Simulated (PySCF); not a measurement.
# Pr2N2: how settings move a single point

Aim: repeat the single point on relaxed Pr2N2 with altered settings, some of them bad on purpose. The structure is generated, not taken from experiment.

Method: TPSS, Pr lcecp-1-SVP with ECP48, N def2-SVP; scalar-relativistic core potentials, no spin–orbit coupling; program: PySCF 2.14.0.

3 further runs of the same task are left out: 2 for a known fault of the program, 1 that didn't finish.

### 1 The system as given

4 atoms, charge 0, spin multiplicity 1.

Bond lengths: Pr1–Pr2 3.190 Å, Pr1–N3 2.135 Å, Pr1–N4 2.135 Å, Pr2–N3 2.135 Å, Pr2–N4 2.135 Å. Angles: Pr2–Pr1–N3 41.7°, Pr2–Pr1–N4 41.7°, N3–Pr1–N4 83.3°, Pr1–Pr2–N3 41.7°, Pr1–Pr2–N4 41.7°, N3–Pr2–N4 83.3°, Pr1–N3–Pr2 96.7°, Pr1–N4–Pr2 96.7°.

Coordinates:

```xyz
4

Pr    0.0000    0.0000    1.5948
Pr    0.0000    0.0000   -1.5948
N     1.4189    0.0000    0.0000
N    -1.4189    0.0000    0.0000
```

Formal oxidation states: Pr +3. Each metal's 2 4f electrons lie in its core potential, so multiplicities, spins and levels count the valence alone. An earlier session relaxed this geometry at TPSS, Pr lcecp-1-SVP with ECP48, N def2-SVP (singlet, point group D2h).

The sound run used a (50, 194) grid (finer on f atoms), a threshold of 1e-8 and at most 55 cycles, and ended at -175.220289 Eh.

### 2 Try 1

run.py (the lines that set the calculation)

```python
mol = gto.M(atom='''
Pr     0.00000     0.00000     1.78613
Pr     0.00000     0.00000    -1.78613
N      1.58922     0.00000     0.00000
N     -1.58922     0.00000     0.00000''',
    basis={'Pr': 'lcecp-1-SVP', 'N': 'def2-SVP'},
    ecp={'Pr': 'lcecp-1-SVP'},
    charge=0, spin=0)
mf = dft.RKS(mol, xc='TPSS')
mf.grids.atom_grid = (50, 194)  # f atoms: unpruned, at least (60, 302)
mf = mf.density_fit()  # fitting sets: Pr AutoAux, N def2-universal-JKFIT
mf.conv_tol = 1e-08; mf.max_cycle = 55
mf.kernel(dm0)  # dm0: free metal ions and neutral atoms
```

Launch:

```bash
> OMP_NUM_THREADS=2 python run.py
```

What it wrote:

```text
init E= -182.367892616232
cycle= 1 E= -168.009387970925  delta_E= 14.4  |g|= 3.48  |ddm|= 4.89
  HOMO = -0.838585732121839  LUMO = -0.472774202300339  gap/eV = 9.95424
cycle= 2 E= -161.684663212581  delta_E= 6.32  |g|= 6.24  |ddm|=  8.2
  HOMO = -0.659944734985409  LUMO = -0.17002546503152  gap/eV = 13.33138
cycle= 3 E= -171.525652605714  delta_E= -9.84  |g|= 3.39  |ddm|= 4.56
  HOMO = -0.366660028527679  LUMO = -0.116163118366252  gap/eV = 6.81637
cycle= 4 E= -173.46535682402  delta_E= -1.94  |g|= 2.34  |ddm|= 1.44
  HOMO = -0.275520481029223  LUMO = -0.084393829503356  gap/eV = 5.20082
cycle= 5 E= -173.695453529196  delta_E= -0.23  |g|= 2.25  |ddm|= 0.99
  HOMO = -0.241616112208207  LUMO = -0.0903989363323596  gap/eV = 4.11483
cycle= 6 E= -174.321877389713  delta_E= -0.626  |g|= 1.69  |ddm|= 0.624
  HOMO = -0.12686071911257  LUMO = -0.0741535770002843  gap/eV = 1.43423
cycle= 7 E= -175.056594559073  delta_E= -0.735  |g|= 0.592  |ddm|=  1.1
  HOMO = -0.110000935373282  LUMO = -0.0762936077227093  gap/eV = 0.91722
cycle= 8 E= -175.151767138176  delta_E= -0.0952  |g|= 0.0689  |ddm|= 0.643
  HOMO = -0.10533046808533  LUMO = -0.0720380873334413  gap/eV = 0.90593
cycle= 9 E= -175.153113154779  delta_E= -0.00135  |g|= 0.0318  |ddm|= 0.172
  HOMO = -0.107379948044981  LUMO = -0.0739154805391831  gap/eV = 0.91061
cycle= 10 E= -175.153437117564  delta_E= -0.000324  |g|= 0.00517  |ddm|= 0.0478
  HOMO = -0.107610357476424  LUMO = -0.0741181527533513  gap/eV = 0.91137
cycle= 11 E= -175.153443677586  delta_E= -6.56e-06  |g|= 0.0013  |ddm|= 0.00474
  HOMO = -0.107556579722943  LUMO = -0.0741225084310283  gap/eV = 0.90979
cycle= 12 E= -175.153444167789  delta_E= -4.9e-07  |g|= 0.000174  |ddm|= 0.0014
  HOMO = -0.107558036944673  LUMO = -0.0741211416134991  gap/eV = 0.90986
cycle= 13 E= -175.153444175741  delta_E= -7.95e-09  |g|= 2.69e-05  |ddm|= 0.000141
  HOMO = -0.10756691386618  LUMO = -0.0741219495663864  gap/eV = 0.91008
Extra cycle  E= -175.153444167689  delta_E= 8.05e-09  |g|= 0.000174  |ddm|= 0.000183
converged SCF energy = -175.153444167689
```

It took 8.2 s on 2 threads of Intel Xeon 6975P-C (Granite Rapids), shared host.

Changed: the scale of all coordinates (1.12). It converges in 13 cycles, +1.819 eV from the sound run, with a largest force component of 5.15 eV/Å. The setting is unsound, so these numbers aren't the compound's.

### 3 Try 2

run.py (the lines that set the calculation)

```python
mol = gto.M(atom='''
Pr     0.00000     0.00000     1.59476
Pr     0.00000     0.00000     0.79476
N      1.41894     0.00000     0.00000
N     -1.41894     0.00000     0.00000''',
    basis={'Pr': 'lcecp-1-SVP', 'N': 'def2-SVP'},
    ecp={'Pr': 'lcecp-1-SVP'},
    charge=0, spin=0)
mf = dft.RKS(mol, xc='TPSS')
mf.grids.atom_grid = (50, 194)  # f atoms: unpruned, at least (60, 302)
mf = mf.density_fit()  # fitting sets: Pr AutoAux, N def2-universal-JKFIT
mf.conv_tol = 1e-08; mf.max_cycle = 75
mf.kernel(dm0)  # dm0: free metal ions and neutral atoms
```

Launch:

```bash
> OMP_NUM_THREADS=2 python run.py
```

What it wrote:

```text
init E= -152.641294339025
  HOMO = -0.146834562221284  LUMO = -0.125002787184726  gap/eV = 0.59407
cycle= 1 E= -140.024600217729  delta_E= 12.6  |g|= 5.13  |ddm|=  114
  HOMO = -0.35865376524904  LUMO = -0.208313745237564  gap/eV = 4.09096
cycle= 2 E= -112.114449031223  delta_E= 27.9  |g|= 9.65  |ddm|= 2.34e+03
  HOMO = -0.442856014192927  LUMO = -0.397167113797614  gap/eV = 1.24326
cycle= 3 E= -146.078971361579  delta_E=  -34  |g|=  3.1  |ddm|= 2.4e+03
  HOMO = -0.0847207125853764  LUMO = -0.0594185158102693  gap/eV = 0.68851
cycle= 4 E= -148.517034101808  delta_E= -2.44  |g|= 0.834  |ddm|= 88.6
  HOMO = -0.24132723983273  LUMO = -0.225408342576311  gap/eV = 0.43318
cycle= 5 E= -148.645378196217  delta_E= -0.128  |g|= 0.486  |ddm|= 36.2
  HOMO = -0.179620536740259  LUMO = -0.157394015085746  gap/eV = 0.60481
cycle= 6 E= -148.702962545631  delta_E= -0.0576  |g|= 0.185  |ddm|= 19.6
  HOMO = -0.176928738006657  LUMO = -0.157919430943097  gap/eV = 0.51727
cycle= 7 E= -148.710833408081  delta_E= -0.00787  |g|= 0.0313  |ddm|= 2.23
  HOMO = -0.177526199790986  LUMO = -0.15761530749332  gap/eV = 0.54180
cycle= 8 E= -148.711079171394  delta_E= -0.000246  |g|= 0.00288  |ddm|= 1.06
  HOMO = -0.177329477924633  LUMO = -0.157583571513538  gap/eV = 0.53731
cycle= 9 E= -148.711081410081  delta_E= -2.24e-06  |g|= 0.000391  |ddm|= 0.0382
  HOMO = -0.177406370450502  LUMO = -0.157639184876764  gap/eV = 0.53789
cycle= 10 E= -148.711081454932  delta_E= -4.49e-08  |g|= 0.000108  |ddm|= 0.00814
  HOMO = -0.177403477474101  LUMO = -0.157637140608525  gap/eV = 0.53787
cycle= 11 E= -148.711081458059  delta_E= -3.13e-09  |g|= 2.8e-05  |ddm|= 0.00409
  HOMO = -0.177405511551516  LUMO = -0.15763969226413  gap/eV = 0.53786
Extra cycle  E= -148.711081432872  delta_E= 2.52e-08  |g|= 0.000312  |ddm|= 0.00541
converged SCF energy = -148.711081432872
```

Wall time 8.8 s (2 threads of Intel Xeon 6975P-C (Granite Rapids), shared host).

Changed: one atom's place (atom 2 put 0.8 Å from the metal); the cycle limit is 75. It converges in 11 cycles, +721.352 eV from the sound run, with a largest force component of 2242.92 eV/Å. The setting is unsound, so these numbers aren't the compound's.

### 4 Try 3

run.py (the lines that set the calculation)

```python
mol = gto.M(atom='''
Pr     0.00000     0.00000     1.59476
Pr     0.00000     0.00000    -1.59476
N      1.41894     0.00000     0.00000
N     -1.41894     0.00000     0.00000''',
    basis={'Pr': 'lcecp-1-SVP', 'N': 'def2-SVP'},
    ecp={'Pr': 'lcecp-1-SVP'},
    charge=0, spin=0)
mf = dft.RKS(mol, xc='TPSS')
mf.grids.atom_grid = (50, 194)  # f atoms: unpruned, at least (60, 302)
mf = mf.density_fit()  # fitting sets: Pr AutoAux, N def2-universal-JKFIT
mf.conv_tol = 1e-08; mf.max_cycle = 55
mf.kernel(dm0)  # dm0: smeared density
```

Launch:

```bash
> OMP_NUM_THREADS=2 python run.py
```

What it wrote:

```text
init E= -175.080383575871
  HOMO = -0.175243721659853  LUMO = -0.08650095455857  gap/eV = 2.41481
cycle= 1 E= -175.164851620001  delta_E= -0.0845  |g|= 0.442  |ddm|= 0.854
  HOMO = -0.0520722729641595  LUMO = -0.0321296504620352  gap/eV = 0.54267
cycle= 2 E= -172.517466919898  delta_E= 2.65  |g|= 2.74  |ddm|= 3.92
  HOMO = -0.131503133186125  LUMO = -0.0704869384772557  gap/eV = 1.66034
cycle= 3 E= -175.219152396731  delta_E= -2.7  |g|= 0.0501  |ddm|= 3.73
  HOMO = -0.118467009657461  LUMO = -0.0639456521837901  gap/eV = 1.48360
cycle= 4 E= -175.220011422991  delta_E= -0.000859  |g|= 0.0306  |ddm|= 0.162
  HOMO = -0.120052017585336  LUMO = -0.0649203642548312  gap/eV = 1.50021
cycle= 5 E= -175.220221001379  delta_E= -0.00021  |g|= 0.0158  |ddm|= 0.052
  HOMO = -0.120497006146417  LUMO = -0.0648663485256408  gap/eV = 1.51379
cycle= 6 E= -175.220208347252  delta_E= 1.27e-05  |g|= 0.0179  |ddm|= 0.0233
  HOMO = -0.120702467975373  LUMO = -0.0648685018707777  gap/eV = 1.51932
cycle= 7 E= -175.220288536737  delta_E= -8.02e-05  |g|= 0.00184  |ddm|= 0.0145
  HOMO = -0.120932831337304  LUMO = -0.0649818476972597  gap/eV = 1.52250
cycle= 8 E= -175.220289457662  delta_E= -9.21e-07  |g|= 0.000356  |ddm|= 0.003
  HOMO = -0.120936378930787  LUMO = -0.0649750988169786  gap/eV = 1.52278
cycle= 9 E= -175.220289490033  delta_E= -3.24e-08  |g|= 7.99e-05  |ddm|= 0.000391
  HOMO = -0.120943612890419  LUMO = -0.0649775795259113  gap/eV = 1.52291
cycle= 10 E= -175.220289491725  delta_E= -1.69e-09  |g|= 1.11e-05  |ddm|= 0.000103
  HOMO = -0.120946200110123  LUMO = -0.0649773047720144  gap/eV = 1.52299
Extra cycle  E= -175.220289491115  delta_E= 6.1e-10  |g|= 5e-05  |ddm|= 5.48e-05
converged SCF energy = -175.220289491115
```

Wall time 7.7 s (2 threads of Intel Xeon 6975P-C (Granite Rapids), shared host).

Changed: the starting guess (smeared density). It converges in 10 cycles, at the sound run's energy within 0.001 eV, with a largest force component of 0.01 eV/Å. The result survives the change.

### 5 Try 4

Edit run.py (the lines that set the calculation) of step 4 so:

```diff
@@ -9,5 +9,5 @@
 mf = dft.RKS(mol, xc='TPSS')
-mf.grids.atom_grid = (50, 194)  # f atoms: unpruned, at least (60, 302)
+mf.grids.atom_grid = (40, 110)  # f atoms: unpruned
 mf = mf.density_fit()  # fitting sets: Pr AutoAux, N def2-universal-JKFIT
 mf.conv_tol = 1e-08; mf.max_cycle = 55
-mf.kernel(dm0)  # dm0: smeared density
+mf.kernel(dm0)  # dm0: free metal ions and neutral atoms
```

Launch:

```bash
> OMP_NUM_THREADS=2 python run.py
```

What it wrote:

```text
init E= -182.738217050825
  HOMO = -0.0383737949054253  LUMO = -0.0319031844512366  gap/eV = 0.17607
cycle= 1 E= -169.530389536475  delta_E= 13.2  |g|= 3.62  |ddm|= 5.11
  HOMO = -0.939771201425469  LUMO = -0.462728811780458  gap/eV = 12.98098
cycle= 2 E= -163.116492946556  delta_E= 6.41  |g|= 6.12  |ddm|= 8.44
  HOMO = -0.515522972028357  LUMO = -0.173330678072801  gap/eV = 9.31153
cycle= 3 E= -173.233901134782  delta_E= -10.1  |g|= 2.61  |ddm|= 5.33
  HOMO = -0.277167081044933  LUMO = -0.109588682011452  gap/eV = 4.56004
cycle= 4 E= -174.619803445263  delta_E= -1.39  |g|= 1.48  |ddm|= 1.57
  HOMO = -0.208127271574967  LUMO = -0.0705069286043774  gap/eV = 3.74484
cycle= 5 E= -174.762058120562  delta_E= -0.142  |g|= 1.33  |ddm|= 0.911
  HOMO = -0.175543075203781  LUMO = -0.0775924528883429  gap/eV = 2.66537
cycle= 6 E= -175.112696054451  delta_E= -0.351  |g|= 0.62  |ddm|= 0.747
  HOMO = -0.117530736340009  LUMO = -0.0643533087611484  gap/eV = 1.44703
cycle= 7 E= -175.218745492365  delta_E= -0.106  |g|= 0.04  |ddm|= 0.64
  HOMO = -0.119929620541477  LUMO = -0.0653694493091975  gap/eV = 1.48466
cycle= 8 E= -175.219064185288  delta_E= -0.000319  |g|= 0.0261  |ddm|= 0.0917
  HOMO = -0.12061799529202  LUMO = -0.0650118121513825  gap/eV = 1.51312
cycle= 9 E= -175.219244038285  delta_E= -0.00018  |g|= 0.0018  |ddm|= 0.026
  HOMO = -0.120836745508913  LUMO = -0.0651103408458075  gap/eV = 1.51639
cycle= 10 E= -175.219244919451  delta_E= -8.81e-07  |g|= 0.000395  |ddm|= 0.00345
  HOMO = -0.120841261725051  LUMO = -0.0650924004825827  gap/eV = 1.51700
cycle= 11 E= -175.219244966582  delta_E= -4.71e-08  |g|= 8.64e-05  |ddm|= 0.000675
  HOMO = -0.120833843279  LUMO = -0.0650906366929424  gap/eV = 1.51685
cycle= 12 E= -175.219244968692  delta_E= -2.11e-09  |g|= 2.33e-06  |ddm|= 9.97e-05
  HOMO = -0.120832793443254  LUMO = -0.0650901542207599  gap/eV = 1.51683
Extra cycle  E= -175.219244968685  delta_E= 7.28e-12  |g|= 5.7e-06  |ddm|= 1.28e-05
converged SCF energy = -175.219244968685
```

Run time: 6.4 s. Hardware: 2 threads of Intel Xeon 6975P-C (Granite Rapids), shared host.

Changed: the integration grid, to (40, 110). It converges in 12 cycles, +0.028 eV from the sound run, with a largest force component of 0.11 eV/Å. The setting is unsound, so these numbers aren't the compound's.

### 6 Try 5

Edit run.py (the lines that set the calculation) of step 5 so:

```diff
@@ -9,3 +9,3 @@
 mf = dft.RKS(mol, xc='TPSS')
-mf.grids.atom_grid = (40, 110)  # f atoms: unpruned
+mf.grids.atom_grid = (10, 14)  # f atoms: unpruned
 mf = mf.density_fit()  # fitting sets: Pr AutoAux, N def2-universal-JKFIT
```

Launch:

```bash
> OMP_NUM_THREADS=2 python run.py
```

What it wrote:

```text
init E= -182.406101234452
  HOMO = -0.0603271890708094  LUMO = -0.0525868169947726  gap/eV = 0.21063
cycle= 1 E= -169.347796530009  delta_E= 13.1  |g|= 3.46  |ddm|= 5.75
  HOMO = -0.86094364733103  LUMO = -0.55790492571678  gap/eV = 8.24610
cycle= 2 E= -161.369487397836  delta_E= 7.98  |g|= 6.38  |ddm|= 9.15
  HOMO = -0.520430823304481  LUMO = -0.223774004151277  gap/eV = 8.07244
cycle= 3 E= -172.613711926647  delta_E= -11.2  |g|= 2.93  |ddm|= 5.68
  HOMO = -0.31671601331173  LUMO = -0.144858790675109  gap/eV = 4.67647
cycle= 4 E= -174.186228695658  delta_E= -1.57  |g|= 1.81  |ddm|= 1.71
  HOMO = -0.214498420996396  LUMO = -0.0767504703963863  gap/eV = 3.74831
cycle= 5 E= -174.532285318172  delta_E= -0.346  |g|= 1.43  |ddm|= 1.13
  HOMO = -0.152773173185254  LUMO = -0.0859046408442137  gap/eV = 1.81959
cycle= 6 E= -175.033319700413  delta_E= -0.501  |g|= 0.314  |ddm|=  1.3
  HOMO = -0.103465374035115  LUMO = -0.0547807589384625  gap/eV = 1.32478
cycle= 7 E= -175.05810632917  delta_E= -0.0248  |g|= 0.137  |ddm|= 0.658
  HOMO = -0.116928931198374  LUMO = -0.0608900807391672  gap/eV = 1.52489
cycle= 8 E= -175.063566159334  delta_E= -0.00546  |g|= 0.0142  |ddm|= 0.248
  HOMO = -0.115947248594518  LUMO = -0.0582391700524561  gap/eV = 1.57032
cycle= 9 E= -175.063630913831  delta_E= -6.48e-05  |g|= 0.00311  |ddm|= 0.0355
  HOMO = -0.116223875328992  LUMO = -0.0582627280893023  gap/eV = 1.57720
cycle= 10 E= -175.063635263534  delta_E= -4.35e-06  |g|= 0.000974  |ddm|= 0.00879
  HOMO = -0.116234120577319  LUMO = -0.058333731403049  gap/eV = 1.57555
cycle= 11 E= -175.063636032926  delta_E= -7.69e-07  |g|= 0.000588  |ddm|= 0.00388
  HOMO = -0.116180326881004  LUMO = -0.0583330419215638  gap/eV = 1.57410
cycle= 12 E= -175.063636143408  delta_E= -1.1e-07  |g|= 5.53e-05  |ddm|= 0.001
  HOMO = -0.116178000136782  LUMO = -0.0583286665174913  gap/eV = 1.57416
cycle= 13 E= -175.063636144268  delta_E= -8.6e-10  |g|= 1.43e-05  |ddm|= 0.000119
  HOMO = -0.116174043564502  LUMO = -0.0583285913785474  gap/eV = 1.57405
Extra cycle  E= -175.063636143406  delta_E= 8.62e-10  |g|= 5.94e-05  |ddm|= 7.63e-05
converged SCF energy = -175.063636143406
```

Wall time 5 s (2 threads of Intel Xeon 6975P-C (Granite Rapids), shared host).

Changed: the integration grid, to (10, 14). It converges in 13 cycles, +4.263 eV from the sound run, with a largest force component of 1.61 eV/Å. The setting is unsound, so these numbers aren't the compound's.

### 7 Side by side

| run | changed | ending | energy change (eV) | cycles | time | usable |
| --- | --- | --- | --- | --- | --- | --- |
| 1 | the scale of all coordinates | converged | +1.819 | 13 | 8.2 s | no |
| 2 | one atom's place | converged | +721.352 | 11 | 8.8 s | no |
| 3 | the starting guess | converged | 0.000 | 10 | 7.7 s | yes |
| 4 | the integration grid | converged | +0.028 | 12 | 6.4 s | no |
| 5 | the integration grid | converged | +4.263 | 13 | 5 s | no |

1 of 5 altered runs gives a usable result. 4 ended normally with numbers unfit to quote.
